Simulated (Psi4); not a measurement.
# U-wB97X-D/def2-SVP (sweep point 2) run of C2HF2Ge (SMILES C#[C][Ge]([F])[F])

What is the vertical doublet–quartet gap of C2HF2Ge at U-wB97X-D/def2-SVP (sweep point 2)? 

The calculation is run with Psi4 1.11.

## 1. Starting point

C2HF2Ge: 6 atoms, total charge 0, spin state doublet. SMILES: `C#[C][Ge]([F])[F]`. The shape is that of a PBE0-D4/def2-TZVP optimisation.

Bond lengths: C1–C2 1.206 Å, C2–Ge3 1.892 Å, Ge3–F4 1.728 Å, Ge3–F5 1.728 Å, C1–H6 1.067 Å. Angles: C1–C2–Ge3 171.1°, C2–Ge3–F4 108.5°, C2–Ge3–F5 108.5°, F4–Ge3–F5 104.7°, C2–C1–H6 178.2°.

## 2. A single-point energy at U-wB97X-D/def2-SVP (sweep point 2)

File calc.dat:

```
memory 1600 MB

molecule {
  0 2
  C     -0.190100     0.518400     1.692900
  C     -0.131400     0.204200     0.530300
  Ge    -0.289600    -0.139700    -1.323100
  F     -0.276600    -1.850600    -1.565100
  F      1.142900     0.424100    -2.108200
  H     -0.213200     0.779700     2.727000
  symmetry c1
}

set {
  basis                def2-SVP
  reference            uks
  puream               true
  scf_type             pk
  dft_radial_points    99
  dft_spherical_points 590
  maxiter              100
}

energy_value, wavefunction = energy('wb97x-d', return_wfn=True)
```

On the command line:

```bash
$ psi4 -n 1 calc.dat calc.out
```

calc.out:

```text
[...]
  Running in c1 symmetry.
[...]
  Nuclear repulsion =  338.439495053189944
[...]
  Multiplicity = 2
[...]
  Nalpha       = 32
  Nbeta        = 31
[...]
    Number of basis functions: 93
[...]
   @UKS iter   1: -2351.85216450415282   -3.10826e+00   2.46357e-02 DIIS/ADIIS
[...]
   @UKS iter  10: -2352.95711698284504   -1.37775e-07   9.93191e-07 DIIS
[...]
   @S^2 Observed:                7.523415958E-01
[...]
    Orbital Energies [Eh]
    ---------------------
    Alpha Occupied:
       1A   -399.027482     2A    -49.997324     3A    -44.509807
       4A    -44.508722     5A    -44.508378     6A    -24.804523
       7A    -24.804473     8A    -10.342963     9A    -10.326560
      10A     -6.406774    11A     -4.574027    12A     -4.572933
      13A     -4.570870    14A     -1.400753    15A     -1.392172
      16A     -1.384251    17A     -1.382918    18A     -1.382555
      19A     -1.252226    20A     -1.227608    21A     -0.872897
      22A     -0.702111    23A     -0.644076    24A     -0.565224
      25A     -0.560719    26A     -0.531135    27A     -0.504675
      28A     -0.498544    29A     -0.492175    30A     -0.414891
      31A     -0.407691    32A     -0.339432
[...]
  @UKS Final Energy: -2352.95711698284504
   => Energetics <=
    Nuclear Repulsion Energy =            338.4394950531899440
    One-Electron Energy =               -3949.3746640217586901
    Two-Electron Energy =                1339.7177894848457527
    DFT Exchange-Correlation Energy =     -81.7384884461056913
    Empirical Dispersion Energy =          -0.0012490530168007
    VV10 Nonlocal Energy =                  0.0000000000000000
    Total Energy =                      -2352.9571169828450365
[...]
 Multipole Moments:
 ------------------------------------------------------------------------------------
     Multipole            Electronic (a.u.)      Nuclear  (a.u.)        Total (a.u.)
 ------------------------------------------------------------------------------------
 L = 1.  Multiply by 2.5417464519 to convert [e a0] to [Debye]
 Dipole X            :         -1.6745040            1.0174442           -0.6570598
 Dipole Y            :         -0.6721378            1.2773611            0.6052232
 Dipole Z            :         -7.1890979            8.0078096            0.8187117
 Magnitude           :                                                    1.2117391
[...]
```

It took 24 s on 1 thread of Intel Xeon Platinum 8259CL at 2.50GHz (Skylake/Cascade Lake), shared host; peak memory 0.76 GiB.

## 3. The quartet

File c2hf2ge.dat:

```
memory 1600 MB

molecule geom {
  0 4
  C     -0.190100     0.518400     1.692900
  C     -0.131400     0.204200     0.530300
  Ge    -0.289600    -0.139700    -1.323100
  F     -0.276600    -1.850600    -1.565100
  F      1.142900     0.424100    -2.108200
  H     -0.213200     0.779700     2.727000
  units angstrom
  symmetry c1
}

set {
  basis def2-SVP
  reference uks
  puream true
  scf_type pk
  dft_radial_points 99
  dft_spherical_points 590
  maxiter 100
}

E, wfn = energy("wb97x-d", return_wfn=True)
```

On the command line:

```bash
$ psi4 -n 1 c2hf2ge.dat c2hf2ge.out
```

c2hf2ge.out:

```text
[...]
  Running in c1 symmetry.
[...]
  Nuclear repulsion =  338.439495053189944
[...]
  Multiplicity = 4
[...]
  Nalpha       = 33
  Nbeta        = 30
[...]
    Number of basis functions: 93
[...]
   @UKS iter   1: -2351.57373053938454   -2.82983e+00   2.49363e-02 DIIS/ADIIS
[...]
   @UKS iter  11: -2352.76321819339591   -3.90701e-08   6.22796e-07 DIIS
[...]
   @S^2 Observed:                3.758162374E+00
[...]
    Orbital Energies [Eh]
    ---------------------
    Alpha Occupied:
       1A   -399.012551     2A    -49.982359     3A    -44.495027
       4A    -44.493515     5A    -44.493465     6A    -24.793930
       7A    -24.793878     8A    -10.362864     9A    -10.359101
      10A     -6.392391    11A     -4.560234    12A     -4.557694
      13A     -4.556879    14A     -1.386664    15A     -1.377976
      16A     -1.370657    17A     -1.368650    18A     -1.368219
      19A     -1.242683    20A     -1.217881    21A     -0.936859
      22A     -0.712252    23A     -0.656643    24A     -0.569112
      25A     -0.554886    26A     -0.522582    27A     -0.503554
      28A     -0.495768    29A     -0.489686    30A     -0.481685
      31A     -0.450091    32A     -0.338036    33A     -0.212330
[...]
  @UKS Final Energy: -2352.76321819339591
   => Energetics <=
    Nuclear Repulsion Energy =            338.4394950531899440
    One-Electron Energy =               -3949.4610228765109241
    Two-Electron Energy =                1340.0270410712080320
    DFT Exchange-Correlation Energy =     -81.7674823882662594
    Empirical Dispersion Energy =          -0.0012490530168007
    VV10 Nonlocal Energy =                  0.0000000000000000
    Total Energy =                      -2352.7632181933954598
[...]
 Multipole Moments:
 ------------------------------------------------------------------------------------
     Multipole            Electronic (a.u.)      Nuclear  (a.u.)        Total (a.u.)
 ------------------------------------------------------------------------------------
 L = 1.  Multiply by 2.5417464519 to convert [e a0] to [Debye]
 Dipole X            :         -1.6439744            1.0174442           -0.6265303
 Dipole Y            :         -0.6323167            1.2773611            0.6450444
 Dipole Z            :         -6.9424760            8.0078096            1.0653336
 Magnitude           :                                                    1.3941155
[...]
```

Wall time 26 s (1 thread of Intel Xeon Platinum 8259CL at 2.50GHz (Skylake/Cascade Lake), shared host); peak memory 0.76 GiB.

## 4. Summary of results

At U-wB97X-D/def2-SVP (sweep point 2):

```
                                        quantity           value
                           doublet: total energy  -2352.95712 Eh
                          doublet: dipole moment          3.08 D
     doublet: HOMO energy (highest over α and β)        -9.24 eV
      doublet: LUMO energy (lowest over α and β)        -2.66 eV
                      doublet: dispersion energy    -3.28 kJ/mol
                                   doublet: ⟨S²⟩           0.752
                           quartet: total energy  -2352.76322 Eh
                          quartet: dipole moment          3.54 D
     quartet: HOMO energy (highest over α and β)        -5.78 eV
      quartet: LUMO energy (lowest over α and β)        -3.97 eV
                      quartet: dispersion energy    -3.28 kJ/mol
                                   quartet: ⟨S²⟩           3.758
vertical energy of the quartet above the doublet        5.276 eV
```

In words: At this shape the quartet lies 5.28 eV (122 kcal/mol) above the doublet.
